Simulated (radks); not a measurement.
**Ionisation of Nb²³⁺: one atom, several choices of functional**

Aim: the ionisation energy of Nb²³⁺ ([Ar]) to Nb²⁴⁺ ([Ne] 3s2 3p5) for each choice of functional, and which comes nearest the tabulated value.

The numbers are computed with radks (a radial shooting solver on a logarithmic mesh, Libxc functionals) version 1 (non-relativistic Kohn-Sham, spin-polarised, spherical densities, point nucleus; open shells are filled with parallel spins first), except any that are marked as measured or tabulated.

### 1 The atom as given

- element: niobium (Z = 41)
- charge: +23
- electrons: 18
- configuration: [Ar]
- ion: Nb²⁴⁺, [Ne] 3s2 3p5
- choices: TPSS; exchange-only B88; revTPSS; PBEsol; TASK exchange with Perdew-Wang LDA correlation; r2SCAN; XLYP; MS2 meta-GGA; B86b exchange with PBE correlation; exchange-only LDA; revPBE

The outer shells:

Nb²³⁺
```
[Ne] core
3s [↑↓]
3p [↑↓][↑↓][↑↓]
```

Nb²⁴⁺
```
[Ne] core
3s [↑↓]
3p [↑↓][↑↓][↑ ]
```

### 2 TPSS: Nb²³⁺

Input:

```text
Z 41
configuration [Ar]
relativity non-relativistic
functional tpss,tpss
spin polarised
nucleus point
```

### 3 TPSS: Nb²⁴⁺

Input:

```text
Z 41
configuration [Ne] 3s2 3p5
relativity non-relativistic
functional tpss,tpss
spin polarised
nucleus point
```

### 4 exchange-only B88: Nb²³⁺

Input:

```text
Z 41
configuration [Ar]
relativity non-relativistic
functional b88,
spin polarised
nucleus point
```

### 5 exchange-only B88: Nb²⁴⁺

Input:

```text
Z 41
configuration [Ne] 3s2 3p5
relativity non-relativistic
functional b88,
spin polarised
nucleus point
```

### 6 revTPSS: Nb²³⁺

Input:

```text
Z 41
configuration [Ar]
relativity non-relativistic
functional revtpss,revtpss
spin polarised
nucleus point
```

### 7 revTPSS: Nb²⁴⁺

Input:

```text
Z 41
configuration [Ne] 3s2 3p5
relativity non-relativistic
functional revtpss,revtpss
spin polarised
nucleus point
```

### 8 PBEsol: Nb²³⁺

Input:

```text
Z 41
configuration [Ar]
relativity non-relativistic
functional pbe_sol,pbe_sol
spin polarised
nucleus point
```

### 9 PBEsol: Nb²⁴⁺

Input:

```text
Z 41
configuration [Ne] 3s2 3p5
relativity non-relativistic
functional pbe_sol,pbe_sol
spin polarised
nucleus point
```

### 10 TASK exchange with Perdew-Wang LDA correlation: Nb²³⁺

Input:

```text
Z 41
configuration [Ar]
relativity non-relativistic
functional task,pw
spin polarised
nucleus point
```

### 11 TASK exchange with Perdew-Wang LDA correlation: Nb²⁴⁺

Input:

```text
Z 41
configuration [Ne] 3s2 3p5
relativity non-relativistic
functional task,pw
spin polarised
nucleus point
```

### 12 r2SCAN: Nb²³⁺

Input:

```text
Z 41
configuration [Ar]
relativity non-relativistic
functional r2scan,r2scan
spin polarised
nucleus point
```

### 13 r2SCAN: Nb²⁴⁺

Input:

```text
Z 41
configuration [Ne] 3s2 3p5
relativity non-relativistic
functional r2scan,r2scan
spin polarised
nucleus point
```

### 14 XLYP: Nb²³⁺

Input:

```text
Z 41
configuration [Ar]
relativity non-relativistic
functional xlyp
spin polarised
nucleus point
```

### 15 XLYP: Nb²⁴⁺

Input:

```text
Z 41
configuration [Ne] 3s2 3p5
relativity non-relativistic
functional xlyp
spin polarised
nucleus point
```

### 16 MS2 meta-GGA: Nb²³⁺

Input:

```text
Z 41
configuration [Ar]
relativity non-relativistic
functional ms2,regtpss
spin polarised
nucleus point
```

### 17 MS2 meta-GGA: Nb²⁴⁺

Input:

```text
Z 41
configuration [Ne] 3s2 3p5
relativity non-relativistic
functional ms2,regtpss
spin polarised
nucleus point
```

### 18 B86b exchange with PBE correlation: Nb²³⁺

Input:

```text
Z 41
configuration [Ar]
relativity non-relativistic
functional b86_mgc,pbe
spin polarised
nucleus point
```

### 19 B86b exchange with PBE correlation: Nb²⁴⁺

Input:

```text
Z 41
configuration [Ne] 3s2 3p5
relativity non-relativistic
functional b86_mgc,pbe
spin polarised
nucleus point
```

### 20 exchange-only LDA: Nb²³⁺

Input:

```text
Z 41
configuration [Ar]
relativity non-relativistic
functional lda,
spin polarised
nucleus point
```

### 21 exchange-only LDA: Nb²⁴⁺

Input:

```text
Z 41
configuration [Ne] 3s2 3p5
relativity non-relativistic
functional lda,
spin polarised
nucleus point
```

### 22 revPBE: Nb²³⁺

Input:

```text
Z 41
configuration [Ar]
relativity non-relativistic
functional pbe_r,pbe
spin polarised
nucleus point
```

### 23 revPBE: Nb²⁴⁺

Input:

```text
Z 41
configuration [Ne] 3s2 3p5
relativity non-relativistic
functional pbe_r,pbe
spin polarised
nucleus point
```

Q: Predict the outcome of this session. Wanted: for each run, functional; E(Nb²³⁺); Δ-SCF; −ε(HOMO); <r> HOMO; error.

**Answer**, as computed:

```tsv
functional	E(Nb²³⁺) (hartree)	Δ-SCF (eV)	−ε(HOMO) (eV)	<r> HOMO (bohr)	error (eV)
TPSS	-3429.35446	1175.3	1147.7	0.3938	-0.73
exchange-only B88	-3428.49065	1173.2	1145.4	0.3936	-2.84
revTPSS	-3428.71749	1174.9	1147.4	0.3939	-1.07
PBEsol	-3426.92745	1174.4	1146.6	0.3936	-1.63
TASK exchange with Perdew-Wang LDA correlation	-3428.09872	1177.6	1150.5	0.3939	+1.60
r2SCAN	-3429.22973	1176.6	1149.6	0.3940	+0.60
XLYP	-3429.75794	1174.7	1147.0	0.3936	-1.26
MS2 meta-GGA	-3429.14368	1175.8	1148.7	0.3941	-0.17
B86b exchange with PBE correlation	-3429.34697	1174.9	1147.2	0.3936	-1.06
exchange-only LDA	-3422.78739	1171.5	1143.7	0.3937	-4.51
revPBE	-3429.14895	1174.8	1147.1	0.3936	-1.17
```

What this shows: The NIST Atomic Spectra Database lists 1176 +/- 4 eV (semi-empirical). Nearest is MS2 meta-GGA (-0.17 eV off), farthest exchange-only LDA (-4.51 eV). The ionisation energies span 6.11 eV, the total energies of Nb²³⁺ 190 eV: most of the change in the total cancels in the difference. Relativity is left out here, which matters for elements this heavy. Open shells are spherical and high-spin; term and fine-structure splittings are not resolved.
